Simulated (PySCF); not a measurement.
# H8OSeSi3: the cost of one run

Computed with PySCF 2.14.0, with density-fitted response routines of our own, on a single molecule in the gas phase. Atoms count from 0, in the outputs and in this text.

## 1. The starting structure

13 atoms, charge 0, multiplicity 1; geometry from: PBE0-D3(BJ)/def2-SVP.

Bonds of the start (Å): Si0–O1 1.67, O1–Si2 1.65, Si2–Se3 2.28, Se3–Si4 2.29, Si0–H5 1.49, Si0–H6 1.49, Si0–H7 1.49, Si2–H8 1.49, Si2–H9 1.49, Si4–H10 1.49, Si4–H11 1.49, Si4–H12 1.49.

## 2. Shielding tensors: PBE0/pcSseg-1

Job settings and geometry (Å):

```
{"job": {"kind": "nmr", "xc": "PBE0", "basis": "pcSseg-1", "pop": false}, "charge": 0, "multiplicity": 1}
Si    -2.023330     0.785296    -0.147683
O     -1.110426    -0.592590    -0.353737
Si    -0.127053    -1.686170     0.402177
Se     1.520589    -0.622360     1.569760
Si     2.148738     0.679710    -0.205049
H     -2.052069     1.515391    -1.445521
H     -3.412023     0.406989     0.246711
H     -1.423980     1.649596     0.911304
H      0.457708    -2.545753    -0.660606
H     -0.872630    -2.496361     1.407127
H      3.494229     1.226847     0.128673
H      1.193048     1.807116    -0.415531
H      2.213912    -0.144667    -1.447827
```

With the program's defaults for keys left out, this is: GIAO PBE0/pcSseg-1 NMR shielding, non-relativistic, gas phase.

Run with:

```
> OMP_NUM_THREADS=1 python probes_run.py task.json out
```

One launch serves the whole session: the jobs run in the order shown.

**Question.** How long does this first job take on 1 thread of Arm Neoverse V1, shared host, and how much memory does it need?

About 20 s, with a peak of 1 GiB.
